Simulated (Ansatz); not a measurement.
# C2H7NOSi: a ladder of functionals and wavefunction methods

How much do the methods differ for C2H7NOSi? The plan is to run it at one geometry with functionals of several rungs and with coupled cluster. The yardstick is the atomisation energy at the CCSD(T) limit.

Computed with Ansatz 0.2.0, Gaussian basis. Level: functionals in def2-TZVPP, the program's frozen cores in correlated methods.

Plan: LDA (SPW92), PBE-D4, revPBE-D4, BLYP-D4, r2SCAN-D4, B97M-V, PBE0-D4, B3LYP-D4, r2SCANh-D4, r2SCAN0-D4, HSE06-D4, BHLYP-D4, CAM-B3LYP-D4, LC-ωPBE, ωB97X-V, ωB97M-V, B2PLYP, PBE-QIDH; CCSD(T)/def2-SVP; CCSD(T)/def2-TZVPP; MP2/def2-QZVPP; extrapolation to the limit; RPA on PBE.

### Step 1. The relaxed structure

All runs share one geometry, relaxed beforehand with PBE0-D4 in a triple-zeta def2 set.

SMILES `N[Si]1(O)CC1`, 12 atoms, charge 0, spin multiplicity 1.

Atoms are counted from 1 here; the program's logs count them from 0.

Bond lengths: N1–Si2 1.705 Å, N1–H6 1.007 Å, N1–H7 1.006 Å, Si2–O3 1.639 Å, Si2–C4 1.816 Å, Si2–C5 1.818 Å, O3–H8 0.959 Å, C4–C5 1.595 Å, C4–H9 1.086 Å, C4–H10 1.086 Å, C5–H11 1.087 Å, C5–H12 1.086 Å. Angles: Si2–N1–H6 121.3°, Si2–N1–H7 119.6°, H6–N1–H7 111.7°, N1–Si2–O3 110.6°, N1–Si2–C4 126.8°, N1–Si2–C5 119.0°, O3–Si2–C4 115.3°, O3–Si2–C5 122.1°, C4–Si2–C5 52.1°, Si2–O3–H8 115.4°, Si2–C4–C5 64.0°, Si2–C4–H9 121.0°, Si2–C4–H10 121.2°, C5–C4–H9 114.6°, C5–C4–H10 114.8°, H9–C4–H10 112.1°, Si2–C5–C4 63.9°, Si2–C5–H11 122.4° and more.

### Step 2. LDA

This LDA is Slater exchange with PW92 correlation.

in.yaml

```yaml
crystal:
  periodic: [false, false, false]
  atoms:
    - {symbol: N, position_ang: [-1.526629, -0.226593, 1.088756]}
    - {symbol: Si, position_ang: [0.054667, -0.215691, 0.451707]}
    - {symbol: O, position_ang: [1.088509, -0.992407, 1.459546]}
    - {symbol: C, position_ang: [0.802646, 1.075415, -0.582971]}
    - {symbol: C, position_ang: [0.278536, -0.220071, -1.352708]}
    - {symbol: H, position_ang: [-1.738548, 0.210312, 1.971271]}
    - {symbol: H, position_ang: [-2.314620, -0.202850, 0.463136]}
    - {symbol: H, position_ang: [0.769993, -1.825825, 1.812310]}
    - {symbol: H, position_ang: [0.262937, 1.988861, -0.815264]}
    - {symbol: H, position_ang: [1.878870, 1.218567, -0.612898]}
    - {symbol: H, position_ang: [-0.543470, -0.047530, -2.042348]}
    - {symbol: H, position_ang: [1.064108, -0.817490, -1.806538]}
basis:
  gaussian: {orbitals: def2-TZVPP}
hamiltonian: {xc: lda}
output: {orbitals: {seedname: orbitals}}
```

Further steps of the session: PBE-D4 (GGA); revPBE-D4 (GGA); BLYP-D4 (GGA); r2SCAN-D4 (meta-GGA); B97M-V (meta-GGA); PBE0-D4 (hybrid); B3LYP-D4 (hybrid); r2SCANh-D4 (hybrid); r2SCAN0-D4 (hybrid); HSE06-D4 (hybrid); BHLYP-D4 (hybrid); CAM-B3LYP-D4 (range-separated); LC-ωPBE (range-separated); ωB97X-V (range-separated); ωB97M-V (range-separated); B2PLYP (double hybrid); PBE-QIDH (double hybrid); CCSD(T) in def2-SVP; CCSD(T) in def2-TZVPP; MP2 in def2-QZVPP; RPA on PBE orbitals.

Before running them: what should the planned runs give, taken together? Wanted: atomisation energy, CCSD(T)/CBS; farthest beyond LDA; mean size of error, GGA; mean size of error, meta-GGA; mean size of error, hybrid; mean size of error, range-separated; mean size of error, double hybrid; gap, smallest and largest; T1 diagnostic.

The runs gave:

| quantity | value |
| --- | --- |
| atomisation energy, CCSD(T)/CBS | 47.785 eV |
| functionals within 0.239 eV (0.5 %) | BLYP-D4, r2SCAN-D4, B97M-V, PBE0-D4, B3LYP-D4, HSE06-D4, CAM-B3LYP-D4, LC-ωPBE, ωB97X-V, ωB97M-V |
| farthest beyond LDA | BHLYP-D4 (-1.518 eV) |
| mean size of error, GGA | 0.461 eV |
| mean size of error, meta-GGA | 0.033 eV |
| mean size of error, hybrid | 0.448 eV |
| mean size of error, range-separated | 0.146 eV |
| mean size of error, double hybrid | 0.481 eV |
| gap, smallest and largest | 4.75 eV (BLYP-D4), 11.81 eV (LC-ωPBE) |
| T1 diagnostic | 0.0104 |
| triples share of the correlation energy | 3.8 % |

What this shows: LDA overbinds by 6.926 eV (14 %). PBE-D4 is off by +0.851 eV. Double hybrids carry the basis error of their MP2 part in triple zeta, and no dispersion term here, so their miss is partly the set-up's. The rungs meta-GGA, range-separated miss on average by less than the doubt on the reference (0.239 eV), so they tie. Misses under about 0.239 eV are within the doubt on the reference itself, which lacks core-valence correlation, relativity and higher excitations. Hartree-Fock recovers 71 % of the binding; the rest is correlation. CCSD(T) in def2-SVP is off by -3.437 eV, worse than the median functional, from the basis alone. The gap grows from 4.8 to 11.8 eV across the functionals, mostly with the share of exact exchange.
